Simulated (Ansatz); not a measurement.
**ZrH₂ (singlet): wave-function methods side by side at angle H2–Zr1–H3 = 125.1°, def2-SVP**

An exercise on one series of results from a longer session: the logs are not shown, and one member is left open.

Program: Ansatz 0.2.0, Gaussian basis. Level of theory: def2-SVP, core rule «outside noble gas», up to 4 orbitals frozen. These are calculated values, not measurements.

Plan: UHF; CCSD(T) on RHF; CCSD(T) on UHF; CISD; CCSDT(Q) on RHF; CCSDT(Q) on UHF; CASSCF and MRCISD+Q, 2 electrons in 2 orbitals; CASSCF and NEVPT2, 2 electrons in 2 orbitals; Full CI.

21 further runs of the same task are left out: 14 for a known fault of the program, 5 that didn't finish, 2 set aside as unsound or not needed.

### The geometry

The geometry derives from a PBE0/def2-TZVP stationary point (not a proven minimum). One angle is set to the value named; bond lengths are kept. No spin-orbit coupling is included. Elements past krypton take def2 core potentials.

3 atoms, charge 0, spin multiplicity 1.

Atoms are counted from 1 here; the program's logs count them from 0.

Bond lengths: Zr1–H2 1.929 Å, Zr1–H3 1.929 Å. Angles: H2–Zr1–H3 125.1°.

Geometry (Å):

```
Zr   -0.01922    0.00000    0.00000
H     0.86990    0.00000   -1.71164
H     0.86990    0.00000    1.71164
```

Set-up of the first run:

The input, in.yaml:

```yaml
crystal:
  periodic: [false, false, false]
  atoms:
    - {symbol: Zr, position_ang: [-0.019223, 0.000000, 0.000000]}
    - {symbol: H, position_ang: [0.869904, 0.000000, -1.711643]}
    - {symbol: H, position_ang: [0.869904, 0.000000, 1.711643]}
basis:
  gaussian: {orbitals: def2-SVP}
magnetization: {spin_polarized: true, initial_magnetization: 0}
hamiltonian: {xc: hf}
output: {orbitals: {seedname: orbitals}}
```

Run with:

```sh
$ ansatz run in.yaml --threads 1 --pin off --events-out ev --progress --plain --max-ram 2393MiB
```

Among the steps run: UHF; CCSD(T) on RHF; CCSD(T) on UHF; CISD; CCSDT(Q) on RHF; CCSDT(Q) on UHF; CASSCF and MRCISD+Q, 2 electrons in 2 orbitals; CASSCF and NEVPT2, 2 electrons in 2 orbitals; Full CI.

One table of the session follows, with a row left open; its other results are not shown here.

```
       method  from FCI (meV)
          RHF         +3260.3
         RMP2         +1072.2
         CISD          +442.8
        RCCSD          +186.3
     RCCSD(T)           +54.2
       RCCSDT            +3.4
    RCCSDT(Q)            -3.4
  CASSCF pair         +2687.7
  NEVPT2 pair          +876.6
  MRCISD pair               ?
MRCISD+Q pair           +78.8
          FCI               0
```

**Question.** Estimate the row for MRCISD pair.

The run gave: from FCI (meV): +301.1. In the column «from FCI (meV)» it lies between RCCSD (+186.3) and CISD (+442.8).

Left out of the table: UHF, UMP2, UCCSD, UCCSD(T), UCCSDT, UCCSDT(Q) (another determinant or state than the rows shown).

Limits of these values: RCCSDT(Q) falls below full CI, which methods that aren't variational can do.
